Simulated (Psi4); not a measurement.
**B3LYP/def2-SVP (core potential, sweep point 1) run of SnHSCl (SMILES [SH][Sn][Cl])**

Aim: the energy change on altering one bond length of SnHSCl at B3LYP/def2-SVP (core potential, sweep point 1), from 2 runs. 

The calculation is run with Psi4 1.11.

## 1. The molecule

SnHSCl: 4 atoms, total charge 0, spin state singlet. As SMILES, `[SH][Sn][Cl]`. Geometry: relaxed at PBE0-D4/def2-TZVP.

Bond lengths: S1–Sn2 2.427 Å, Sn2–Cl3 2.379 Å, S1–H4 1.344 Å. Angles: S1–Sn2–Cl3 96.5°, Sn2–S1–H4 93.1°.

## 2. The energy at B3LYP/def2-SVP (core potential, sweep point 1)

Contents of calc.inp:

```
memory 1600 mb

molecule mol {
  0 1
  S      0.185700     1.488500    -0.409700
  Sn    -1.395700    -0.351700    -0.341800
  Cl     0.088800    -1.950300     0.607800
  H      1.176700     0.753300     0.123400
  symmetry c1
}

set basis def2-SVP
set puream true
set scf_type pk
set dft_radial_points 99
set dft_spherical_points 590

energy("b3lyp")
```

Run with:

```sh
$ psi4 -n 1 calc.inp calc.out
```

calc.out, shortened:

```text
[...]
    !!!  WARNING: ECP capability is in beta. Please check occupations closely.  !!!
[...]
  Running in c1 symmetry.
[...]
  Nuclear repulsion =  213.489034180479024
[...]
  Multiplicity = 1
[...]
  Nalpha       = 28
  Nbeta        = 28
[...]
    Number of basis functions: 67
[...]
   @RKS iter   1: -1073.12100816160887   -1.29271e+00   6.21069e-03 ADIIS/DIIS
[...]
   @RKS iter   8: -1073.21628119191405   -8.39277e-08   7.04010e-07 DIIS
[...]
    Orbital Energies [Eh]
    ---------------------
    Doubly Occupied:
       1A   -101.475716     2A    -88.840758     3A     -9.429978
       4A     -7.936677     5A     -7.195466     6A     -7.191333
       7A     -7.190197     8A     -5.904390     9A     -5.900855
      10A     -5.898290    11A     -5.127877    12A     -3.471855
      13A     -3.467918    14A     -3.464290    15A     -1.054278
      16A     -1.051736    17A     -1.049935    18A     -1.048580
      19A     -1.045266    20A     -0.786668    21A     -0.718438
      22A     -0.475852    23A     -0.403656    24A     -0.331467
      25A     -0.316584    26A     -0.308516    27A     -0.269496
      28A     -0.260952
[...]
  @RKS Final Energy: -1073.21628119191405
   => Energetics <=
    Nuclear Repulsion Energy =            213.4890341804790239
    One-Electron Energy =               -1988.6920947666756092
    Two-Electron Energy =                 760.4910206380800446
    DFT Exchange-Correlation Energy =     -58.5042412437974946
    Empirical Dispersion Energy =           0.0000000000000000
    VV10 Nonlocal Energy =                  0.0000000000000000
    Total Energy =                      -1073.2162811919140495
[...]
 Multipole Moments:
 ------------------------------------------------------------------------------------
     Multipole            Electronic (a.u.)      Nuclear  (a.u.)        Total (a.u.)
 ------------------------------------------------------------------------------------
 L = 1.  Multiply by 2.5417464519 to convert [e a0] to [Debye]
 Dipole X            :        -41.8201565           41.1784221           -0.6417344
 Dipole Y            :         -3.9746329            4.0920540            0.1174212
 Dipole Z            :        -11.8201897           11.5845444           -0.2356453
 Magnitude           :                                                    0.6936421
[...]
```

Wall time 5.4 s (1 thread of Intel Xeon Platinum 8488C (Sapphire Rapids), shared host); peak memory 0.58 GiB.

## 3. The distorted shape

Contents of input.inp:

```
memory 1600 mb

molecule {
  0 1
  S      0.976370     2.408565    -0.443649
  Sn    -1.395700    -0.351700    -0.341800
  Cl     0.088800    -1.950300     0.607800
  H      1.967370     1.673365     0.089451
  symmetry c1
}

set {
  puream               true
  scf_type             pk
  dft_radial_points    99
  dft_spherical_points 590
}

energy_value, wavefunction = energy("b3lyp/def2-SVP", return_wfn=True)
```

Run with:

```sh
$ psi4 -i input.inp -o input.out -n 1
```

input.out, shortened:

```text
[...]
    !!!  WARNING: ECP capability is in beta. Please check occupations closely.  !!!
[...]
  Running in c1 symmetry.
[...]
  Nuclear repulsion =  177.264859481611296
[...]
  Multiplicity = 1
[...]
  Nalpha       = 28
  Nbeta        = 28
[...]
    Number of basis functions: 67
[...]
   @RKS iter   1: -1072.96414427005743   -1.41484e+00   7.12851e-03 ADIIS/DIIS
[...]
   @RKS iter  13: -1073.14385527128707   -7.95103e-09   8.09309e-08 DIIS
[...]
    Orbital Energies [Eh]
    ---------------------
    Doubly Occupied:
       1A   -101.507228     2A    -88.796176     3A     -9.461008
       4A     -7.887267     5A     -7.226349     6A     -7.222422
       7A     -7.221369     8A     -5.855395     9A     -5.853211
      10A     -5.847865    11A     -5.170423    12A     -3.514007
      13A     -3.509202    14A     -3.507848    15A     -1.094616
      16A     -1.092123    17A     -1.091114    18A     -1.089084
      19A     -1.086820    20A     -0.812560    21A     -0.646488
      22A     -0.494229    23A     -0.346398    24A     -0.339890
      25A     -0.338079    26A     -0.337503    27A     -0.219213
      28A     -0.201813
[...]
  @RKS Final Energy: -1073.14385527128707
   => Energetics <=
    Nuclear Repulsion Energy =            177.2648594816112961
    One-Electron Energy =               -1915.8481874440808497
    Two-Electron Energy =                 723.8582677501503895
    DFT Exchange-Correlation Energy =     -58.4187950589677527
    Empirical Dispersion Energy =           0.0000000000000000
    VV10 Nonlocal Energy =                  0.0000000000000000
    Total Energy =                      -1073.1438552712870660
[...]
 Multipole Moments:
 ------------------------------------------------------------------------------------
     Multipole            Electronic (a.u.)      Nuclear  (a.u.)        Total (a.u.)
 ------------------------------------------------------------------------------------
 L = 1.  Multiply by 2.5417464519 to convert [e a0] to [Debye]
 Dipole X            :        -53.5599384           51.8890949           -1.6708435
 Dipole Y            :        -17.7637748           16.5555536           -1.2082212
 Dipole Z            :        -11.2771012           11.1246603           -0.1524409
 Magnitude           :                                                    2.0675480
[...]
```

It took 6.3 s on 1 thread of Intel Xeon Platinum 8488C (Sapphire Rapids), shared host; peak memory 0.55 GiB.

## 4. Outcome

At B3LYP/def2-SVP (core potential, sweep point 1):

```
                                                          quantity           value
                                         first shape: total energy  -1073.21628 Eh
                                        first shape: dipole moment          1.76 D
                                          first shape: HOMO energy        -7.10 eV
                                          first shape: LUMO energy        -2.82 eV
                                        first shape: HOMO–LUMO gap         4.28 eV
                                     distorted shape: total energy  -1073.14386 Eh
                                    distorted shape: dipole moment          5.26 D
                                      distorted shape: HOMO energy        -5.49 eV
                                      distorted shape: LUMO energy        -3.92 eV
                                    distorted shape: HOMO–LUMO gap         1.57 eV
energy change with the S1–Sn2 bond stretched from 2.427 to 3.641 Å        1.971 eV
```

One bond (distorted shape) is far stretched, which a spin-restricted single reference describes badly; a broken-symmetry solution may lie lower. With the S1–Sn2 bond stretched from 2.427 to 3.641 Å the energy rises by 1.97 eV (190 kJ/mol). The first shape isn't relaxed at this level, so the change isn't measured from a minimum. A restricted reference can't describe the breaking bond well at this length.
